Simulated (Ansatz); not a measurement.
# NbSbS2Br (element-swapped structure): how the settings move a single-point run

Aim: see which settings change the result for NbSbS2Br (element-swapped structure), by how much, and at what cost.

Program: Ansatz 0.2.0. Level of theory: reference: DFT r2SCAN, plane waves, PAW, scalar-relativistic, no spin polarisation. These are calculated values, not measurements.

### Step 1. The starting structure

It takes space group C2/m (No. 12, monoclinic). The conventional cell has a = 12.808 Å, b = 3.893 Å, c = 9.690 Å, α = 90.00°, β = 91.00°, γ = 90.00°. Nb (site symmetry 2/m) has 2 S at 2.66 Å and 4 Br at 2.69 Å as nearest neighbours. Around Sb (site symmetry m) lie 3 S at 2.50 to 2.63 Å. S (site symmetry m) has 2 Nb at 2.56 to 2.66 Å and 2 Sb at 2.63 Å as nearest neighbours. Br (site symmetry m) has 2 Nb at 2.69 Å as nearest neighbours. S (site symmetry m) is surrounded by 1 Sb at 2.50 Å and 2 Nb at 2.68 Å. Around Nb (site symmetry 2/m) lie 6 S at 2.56 to 2.68 Å.

Coordinates:

```xyz
10
Lattice="0.0000 3.8932 0.0000 6.4041 -1.9466 0.0000 0.1691 0.0000 -9.6888" Properties=species:S:1:pos:R:3 pbc="T T T"
Nb    0.0846    0.0000   -4.8444
Sb    3.8641    0.0000   -7.8421
Sb    2.7091    1.9466   -1.8467
S     5.5587    1.9466   -7.3344
S     1.0145    0.0000   -2.3544
Br    4.7605    0.0000   -4.1652
Br    1.8127    1.9466   -5.5236
S     4.6192    0.0000   -0.4732
S     1.9540    1.9466   -9.2156
Nb    0.0000    0.0000    0.0000
```

### Step 2. Reference

input.yaml

```yaml
crystal:
  lattice:
    - [0.0, 3.893195, 0.0]
    - [6.404073, -1.946597, 0.0]
    - [0.169117, 0.0, -9.688797]
  atoms:
    - { symbol: Nb, position: [0.0, 0.0, 0.5] }
    - { symbol: Sb, position: [0.291, 0.582, 0.8094] }
    - { symbol: Sb, position: [0.709, 0.418, 0.1906] }
    - { symbol: S, position: [0.924, 0.848, 0.757] }
    - { symbol: S, position: [0.076, 0.152, 0.243] }
    - { symbol: Br, position: [0.366, 0.732, 0.4299] }
    - { symbol: Br, position: [0.634, 0.268, 0.5701] }
    - { symbol: S, position: [0.36, 0.72, 0.04884] }
    - { symbol: S, position: [0.64, 0.28, 0.95116] }
    - { symbol: Nb, position: [0.0, 0.0, 0.0] }
  symmetry: { tolerance: 0.0003 }
kpoints:
  mp_grid: { grid: [5, 5, 2], shift: [0, 0, 0] }
magnetization:
  spin_polarized: false
scf:
  occupations: { method: fermi_dirac, width: 0.0187 }
hamiltonian:
  pseudopotentials: { kind: paw }
  xc: r2scan
basis:
  ecutwfc: 500
output:
  forces: true
  stress: true
  eigenvalues: true
```

Command:

```
$ ansatz run input.yaml --threads 1 --pin off --max-ram 2560MiB --backend cpu --events-out ev --progress --plain --runs-dir out
```

The program printed (excerpt; [...] marks lines left out):

```text
Warning: RAYON_NUM_THREADS=1 ignored (pool sized by the plan → 1); use --threads N
[...]
Pseudopotentials: kind: paw
Pseudopotential: Nb, paw, valence charge 13, recommended cutoff 500 eV (meta_gga), Nb.paw.azcp
Pseudopotential: Sb, paw, valence charge 15, recommended cutoff 500 eV (meta_gga), Sb.paw.azcp
Pseudopotential: S, paw, valence charge 6, recommended cutoff 500 eV (meta_gga), S.paw.azcp
Pseudopotential: Br, paw, valence charge 7, recommended cutoff 500 eV (meta_gga), Br.paw.azcp
Functional definition: r2SCAN
[...]
Crystal: 10 atoms, lattice volume = 241.564 Å³
Basis set: ecut = 500 eV, 6129 PW (Γ), exchange–correlation on 120×200×288 points (64 copies of the dense FFT grid, shifted against one another)
Bands: 57, of which v1, the nominal top of the filled ones, is band 47 counted from 1 (46 counted from 0)
Symmetry: 4 space group operations
Space group: C2/m (ITA 12), of the structure as read, at distance tolerance 1.9e-3 Å
k-points: 18 of 50
[...]
SCF iter   1: F=—  HF=-31338.285452 eV  |F-HF|=—  |Δ(HF+E_count)|=         —  Δρ=1.04e-2  dr2=6.74e-1  dr2_τ=7.63e-2  ethr=1.77e-3  ⟨swp⟩=7.2  Hψ=4140  notcnv=0
[...]
SCF iter  14: F=-31338.341860 eV  HF=-31338.341861 eV  |F-HF|=3.13e-8  |Δ(HF+E_count)|=   1.66e-8  Δρ=2.21e-6  dr2=3.95e-8  dr2_τ=1.76e-9  ethr=1.06e-10  ⟨swp⟩=3.0  Hψ=3386  notcnv=0
[...]
SCF converged after 14 iterations
Free energy (F): -31338.341860 eV
[...]
E sigma→0 (E₀):  -31338.333645 eV
Entropy (-TS):   -0.016431 eV (-1.643 meV/atom)
Fermi energy:    9.131591 eV
[...]
--- Forces (eV/Å), atoms counted from 1 ---
  atom   1  Nb     0.00000000     0.00000000     0.00000000
  atom   2  Sb    -0.25920654    -0.00000001     0.33384460
  atom   3  Sb     0.25920654     0.00000001    -0.33384460
  atom   4  S      0.71225436     0.00000003     0.51450339
  atom   5  S     -0.71225436    -0.00000003    -0.51450339
  atom   6  Br     0.18225091     0.00000001    -0.28058536
  atom   7  Br    -0.18225091    -0.00000001     0.28058536
  atom   8  S      0.81791460     0.00000003     0.49974366
[...]
--- Stress (GPa, compression-positive) ---
       -1.255624       0.000000      -1.330953
        0.000000      -6.099914      -0.000000
       -1.330953      -0.000000      -4.533400
  P = ⅓ Tr σ = -3.9630 GPa (-39.630 kbar)
--- Band table (eV; the first three rows and the last of 18) ---
[...]
```

Wall time 67 s (1 thread of an x86-64 CPU, shared host); peak memory 1.2 GiB.

### Step 3. Changed: mp_grid.grid [8, 8, 3], occupations.method tetrahedron, width left out

Edit input.yaml of step 2 so:

```diff
@@ -18,3 +18,3 @@
 kpoints:
-  mp_grid: { grid: [5, 5, 2], shift: [0, 0, 0] }
+  mp_grid: { grid: [8, 8, 3], shift: [0, 0, 0] }
 magnetization:
@@ -22,3 +22,3 @@
 scf:
-  occupations: { method: fermi_dirac, width: 0.0187 }
+  occupations: { method: tetrahedron }
 hamiltonian:
```

Command:

```
$ ansatz run input.yaml --threads 1 --pin off --max-ram 2560MiB --backend cpu --events-out ev --progress --plain --runs-dir out
```

The program printed (excerpt; [...] marks lines left out):

```text
Warning: output.forces, output.stress, relax.cell or npt_langevin: where a Kohn–Sham band that disperses or a degenerate level is filled in part under the method tetrahedron, the forces or the stress that this run publishes need not agree with its energy (scf.occupations.method in the [...]
Warning: RAYON_NUM_THREADS=1 ignored (pool sized by the plan → 1); use --threads N
band count auto-derived: 58 (N_el = 94.0; filled up to band 47; 57 by the electrons, moments and atoms)
[...]
Pseudopotentials: kind: paw
Pseudopotential: Nb, paw, valence charge 13, recommended cutoff 500 eV (meta_gga), Nb.paw.azcp
Pseudopotential: Sb, paw, valence charge 15, recommended cutoff 500 eV (meta_gga), Sb.paw.azcp
Pseudopotential: S, paw, valence charge 6, recommended cutoff 500 eV (meta_gga), S.paw.azcp
Pseudopotential: Br, paw, valence charge 7, recommended cutoff 500 eV (meta_gga), Br.paw.azcp
Functional definition: r2SCAN
[...]
Crystal: 10 atoms, lattice volume = 241.564 Å³
[...]
SCF converged after 13 iterations
Stability not checked: this state was not tested for a lower state beside it, because cold or Methfessel-Paxton smearing, or corrected tetrahedra, fill the levels in a way that the test cannot read (fill_not_monotonic; see scf.lower_state_search)
Free energy (F): -31338.376946 eV
[...]
E sigma→0 (E₀):  -31338.376946 eV
Entropy (-TS):   -0.000161 eV (-0.016 meV/atom)
Fermi energy:    9.126648 eV
[...]
--- Forces (eV/Å), atoms counted from 1 ---
  atom   1  Nb     0.00000000     0.00000000     0.00000000
  atom   2  Sb    -0.27142136    -0.00000001     0.25418407
  atom   3  Sb     0.27142136     0.00000001    -0.25418407
  atom   4  S      0.73619985     0.00000003     0.64780163
  atom   5  S     -0.73619985    -0.00000003    -0.64780163
  atom   6  Br     0.13168806     0.00000000    -0.29488933
  atom   7  Br    -0.13168806    -0.00000000     0.29488933
  atom   8  S      0.74335248     0.00000003     0.49923250
[...]
--- Stress (GPa, compression-positive) ---
       -1.150139       0.000000      -1.239159
        0.000000      -6.487470      -0.000000
       -1.239159      -0.000000      -4.515171
  P = ⅓ Tr σ = -4.0509 GPa (-40.509 kbar)
--- Band table (eV; the first three rows and the last of 57) ---
[...]
```

It took 2.8 min on 1 thread of an x86-64 CPU, shared host; peak memory 1.5 GiB.

Changing the k-point mesh and smearing moves the energy by -4.3 meV/atom (σ→0 values), and the largest force goes from 0.96 to 0.98 eV/Å. More than one kind of setting changed, and this run alone doesn't tell their shares apart. Cost: 13 SCF cycles against 14, 2.8 min against 67 s.

### Step 4. The same system, input altered

Edit input.yaml of step 2 so:

```diff
@@ -32 +32,2 @@
   eigenvalues: true
+total_charge: 1
```

Command:

```
$ ansatz run input.yaml --threads 1 --pin off --max-ram 2560MiB --backend cpu --events-out ev --progress --plain --runs-dir out
```

The program printed (excerpt; [...] marks lines left out):

```text
Warning: RAYON_NUM_THREADS=1 ignored (pool sized by the plan → 1); use --threads N
[...]
Pseudopotentials: kind: paw
Pseudopotential: Nb, paw, valence charge 13, recommended cutoff 500 eV (meta_gga), Nb.paw.azcp
Pseudopotential: Sb, paw, valence charge 15, recommended cutoff 500 eV (meta_gga), Sb.paw.azcp
Pseudopotential: S, paw, valence charge 6, recommended cutoff 500 eV (meta_gga), S.paw.azcp
Pseudopotential: Br, paw, valence charge 7, recommended cutoff 500 eV (meta_gga), Br.paw.azcp
Functional definition: r2SCAN
[...]
Crystal: 10 atoms, lattice volume = 241.564 Å³
Basis set: ecut = 500 eV, 6129 PW (Γ), exchange–correlation on 120×200×288 points (64 copies of the dense FFT grid, shifted against one another)
Bands: 57, of which v1, the nominal top of the filled ones, is band 47 counted from 1 (46 counted from 0)
Symmetry: 4 space group operations
[...]
SCF converged after 15 iterations
Free energy (F): -31347.396393 eV
[...]
E sigma→0 (E₀):  -31347.388955 eV
Entropy (-TS):   -0.014875 eV (-1.487 meV/atom)
Fermi energy:    8.961257 eV
[...]
--- Forces (eV/Å), atoms counted from 1 ---
  atom   1  Nb     0.00000000    -0.00000000     0.00000000
  atom   2  Sb    -0.16757924    -0.00000001     0.22837401
  atom   3  Sb     0.16757924     0.00000001    -0.22837401
  atom   4  S      0.67773128     0.00000003     0.54279035
  atom   5  S     -0.67773128    -0.00000003    -0.54279035
  atom   6  Br     0.34131571     0.00000001    -0.29773691
  atom   7  Br    -0.34131571    -0.00000001     0.29773691
  atom   8  S      0.82855283     0.00000003     0.35270191
[...]
--- Stress (GPa, compression-positive) ---
       -1.798916       0.000000      -1.035367
        0.000000      -6.984335      -0.000000
       -1.035367      -0.000000      -4.025621
  P = ⅓ Tr σ = -4.2696 GPa (-42.696 kbar)
--- Band table (eV; the first three rows and the last of 18) ---
[...]
```

Wall time 81 s (1 thread of an x86-64 CPU, shared host); peak memory 1.2 GiB.

### Step 5. Can this result be trusted?

The run converged and reported no error. That alone doesn't make the input a sound one.

Look at the input: total_charge is 1. The net charge is not the one intended, so the run treats another number of electrons.

The way back: delete total_charge (the default then holds).

A change of charge puts the total energy on another scale; the pressure goes from -4.0 to -4.3 GPa and the largest force goes from 0.96 to 0.90 eV/Å. A charged periodic cell is neutralised by a uniform background, so its energy and pressure also depend on the cell's size.

### Step 6. Changed: mp_grid.grid [2, 2, 1], ecutwfc 450 eV

Edit input.yaml of step 2 so:

```diff
@@ -18,3 +18,3 @@
 kpoints:
-  mp_grid: { grid: [5, 5, 2], shift: [0, 0, 0] }
+  mp_grid: { grid: [2, 2, 1], shift: [0, 0, 0] }
 magnetization:
@@ -27,3 +27,3 @@
 basis:
-  ecutwfc: 500
+  ecutwfc: "450 eV"
 output:
@@ -32 +32,5 @@
   eigenvalues: true
+  write_density: true
+  write_potential: true
+  elf: true
+  volumetric_format: npy
```

Command:

```
$ ansatz run input.yaml --threads 1 --pin off --max-ram 2560MiB --backend cpu --events-out ev --progress --plain --runs-dir out
```

The program printed (excerpt; [...] marks lines left out):

```text
Warning: basis.ecutwfc = 450 eV is below the records' recommended 500 eV, and the density's cutoff is lower with it unless basis.ecutrho_ratio is high enough to keep the records' density cutoff: compare with a run at a higher cutoff
Warning: RAYON_NUM_THREADS=1 ignored (pool sized by the plan → 1); use --threads N
[...]
Pseudopotentials: kind: paw
Pseudopotential: Nb, paw, valence charge 13, recommended cutoff 500 eV (meta_gga), Nb.paw.azcp
Pseudopotential: Sb, paw, valence charge 15, recommended cutoff 500 eV (meta_gga), Sb.paw.azcp
Pseudopotential: S, paw, valence charge 6, recommended cutoff 500 eV (meta_gga), S.paw.azcp
Pseudopotential: Br, paw, valence charge 7, recommended cutoff 500 eV (meta_gga), Br.paw.azcp
Functional definition: r2SCAN
[...]
Crystal: 10 atoms, lattice volume = 241.564 Å³
Basis set: ecut = 450 eV, 5237 PW (Γ), exchange–correlation on 108×192×288 points (64 copies of the dense FFT grid, shifted against one another)
[...]
SCF iter  14: F=-31338.739034 eV  HF=-31338.739034 eV  |F-HF|=3.26e-8  |Δ(HF+E_count)|=   1.75e-8  Δρ=2.61e-6  dr2=4.12e-8  dr2_τ=1.25e-9  ethr=1.06e-10  ⟨swp⟩=14.0  Hψ=1279  notcnv=0
[...]
SCF converged after 14 iterations
Free energy (F): -31338.739034 eV
[...]
E sigma→0 (E₀):  -31338.729928 eV
Entropy (-TS):   -0.018213 eV (-1.821 meV/atom)
Fermi energy:    8.995033 eV
[...]
--- Forces (eV/Å), atoms counted from 1 ---
  atom   1  Nb     0.00000000     0.00000000     0.00000000
  atom   2  Sb     0.02715037     0.00000000     0.28317650
  atom   3  Sb    -0.02715037    -0.00000000    -0.28317650
  atom   4  S      0.41364826     0.00000002     0.55207303
  atom   5  S     -0.41364826    -0.00000002    -0.55207303
  atom   6  Br     0.16921859     0.00000001    -0.30597467
  atom   7  Br    -0.16921859    -0.00000001     0.30597467
  atom   8  S      0.43809371     0.00000002     0.41265394
[...]
--- Stress (GPa, compression-positive) ---
       -3.327799       0.000000      -1.532939
        0.000000      -5.102228      -0.000000
       -1.532938      -0.000000      -5.537744
  P = ⅓ Tr σ = -4.6559 GPa (-46.559 kbar)
--- Band table (eV) ---
[...]
```

Run time: 24 s. Hardware: 1 thread of an x86-64 CPU, shared host; peak memory 0.97 GiB.

Changing the k-point mesh and cutoff moves the energy by -39.7 meV/atom, and the pressure goes from -4.0 to -4.7 GPa and the largest force goes from 0.96 to 0.69 eV/Å. More than one kind of setting changed, and this run alone doesn't tell their shares apart. The log warns that the cutoff is under what these potentials recommend, so the shift holds truncation error. The variant is not converged in its settings.

### Step 7. Variant: ecutwfc 600 eV, ecutrho_ratio 9

Edit input.yaml of step 2 so:

```diff
@@ -27,3 +27,4 @@
 basis:
-  ecutwfc: 500
+  ecutwfc: "600 eV"
+  ecutrho_ratio: 9
 output:
```

Command:

```
$ ansatz run input.yaml --threads 1 --pin off --max-ram 2560MiB --backend cpu --events-out ev --progress --plain --runs-dir out
```

The program printed (excerpt; [...] marks lines left out):

```text
Warning: RAYON_NUM_THREADS=1 ignored (pool sized by the plan → 1); use --threads N
[...]
Pseudopotentials: kind: paw
Pseudopotential: Nb, paw, valence charge 13, recommended cutoff 500 eV (meta_gga), Nb.paw.azcp
Pseudopotential: Sb, paw, valence charge 15, recommended cutoff 500 eV (meta_gga), Sb.paw.azcp
Pseudopotential: S, paw, valence charge 6, recommended cutoff 500 eV (meta_gga), S.paw.azcp
Pseudopotential: Br, paw, valence charge 7, recommended cutoff 500 eV (meta_gga), Br.paw.azcp
Functional definition: r2SCAN
[...]
Crystal: 10 atoms, lattice volume = 241.564 Å³
Basis set: ecut = 600 eV, 8083 PW (Γ), exchange–correlation on 192×324×480 points (64 copies of the dense FFT grid, shifted against one another)
Bands: 57, of which v1, the nominal top of the filled ones, is band 47 counted from 1 (46 counted from 0)
Symmetry: 4 space group operations
[...]
SCF converged after 14 iterations
Free energy (F): -31338.350248 eV
[...]
E sigma→0 (E₀):  -31338.342034 eV
Entropy (-TS):   -0.016429 eV (-1.643 meV/atom)
Fermi energy:    9.131694 eV
[...]
--- Forces (eV/Å), atoms counted from 1 ---
  atom   1  Nb     0.00000000     0.00000000     0.00000000
  atom   2  Sb    -0.25919273    -0.00000001     0.33379465
  atom   3  Sb     0.25919273     0.00000001    -0.33379465
  atom   4  S      0.71227341     0.00000003     0.51468845
  atom   5  S     -0.71227341    -0.00000003    -0.51468845
  atom   6  Br     0.18230438     0.00000001    -0.28070802
  atom   7  Br    -0.18230438    -0.00000001     0.28070802
  atom   8  S      0.81809592     0.00000003     0.49991796
[...]
--- Stress (GPa, compression-positive) ---
       -1.256986       0.000000      -1.330799
        0.000000      -6.100393      -0.000000
       -1.330798      -0.000000      -4.534129
  P = ⅓ Tr σ = -3.9638 GPa (-39.638 kbar)
--- Band table (eV; the first three rows and the last of 18) ---
[...]
```

It took 3.4 min on 1 thread of an x86-64 CPU, shared host; peak memory 2.3 GiB.

Changing the cutoff and numerical grids moves the energy by -0.8 meV/atom. Cost: 3.4 min against 67 s.

### Step 8. All runs together

```
                                                                      run     ending        energy change  pressure (GPa)  gap (eV)  force (eV/Å)  cycles     time
                                                                reference  converged                    0            -4.0      0.00          0.96      14     67 s
1: mp_grid.grid [8, 8, 3], occupations.method tetrahedron, width left out  converged  -4.3 meV/atom (σ→0)            -4.1      0.00          0.98      13  2.8 min
                                                        2: total_charge 1  converged       not comparable            -4.3      0.00          0.90      15     81 s
                                3: mp_grid.grid [2, 2, 1], ecutwfc 450 eV  converged       -39.7 meV/atom            -4.7      0.00          0.69      14     24 s
                                       4: ecutwfc 600 eV, ecutrho_ratio 9  converged        -0.8 meV/atom            -4.0      0.00          0.96      14  3.4 min
```

Times don't compare one to one where runs were asked for different outputs or read a saved state (see the inputs); cycles may leave out searches for a lower state.

Residual by cycle in the longest SCF loop of each run; runs are numbered as in the table. The quantity is the density residual dr2, in eV.

```
cycle  reference   run 1    run 2   run 3    run 4
    1      0.674   0.744     6.78   0.896    0.676
    2       3.39    2.72     31.6     7.9      3.4
    4     0.0472  0.0557    0.268   0.127   0.0472
    5     0.0242  0.0157   0.0682  0.0767   0.0245
    6    0.00337  0.0313   0.0357   0.252  0.00337
    7    0.00288  0.0125  0.00723  0.0126  0.00299
    9     3.7e-4  4.7e-5  0.00233  8.3e-4   3.9e-4
   10     2.1e-5  5.2e-6   4.3e-5  3.0e-4   2.3e-5
   11     4.1e-6  2.3e-7   7.1e-6  8.6e-6   3.7e-6
   12     3.6e-7  1.1e-7   1.1e-6  2.1e-6   3.5e-7
   14     4.0e-8       -   4.1e-7  4.1e-8   4.2e-8
   15          -       -   1.9e-8       -        -
```

What this shows: Run 3 ran under the cutoff that the potentials recommend, as the log warns, so basis error is mixed into its values.

The reference is no final answer either: it is run without spin, though an odd electron count or open d shells could carry moments; its mesh is coarse for a cell with so small a gap or none; the structure is made up and not relaxed.
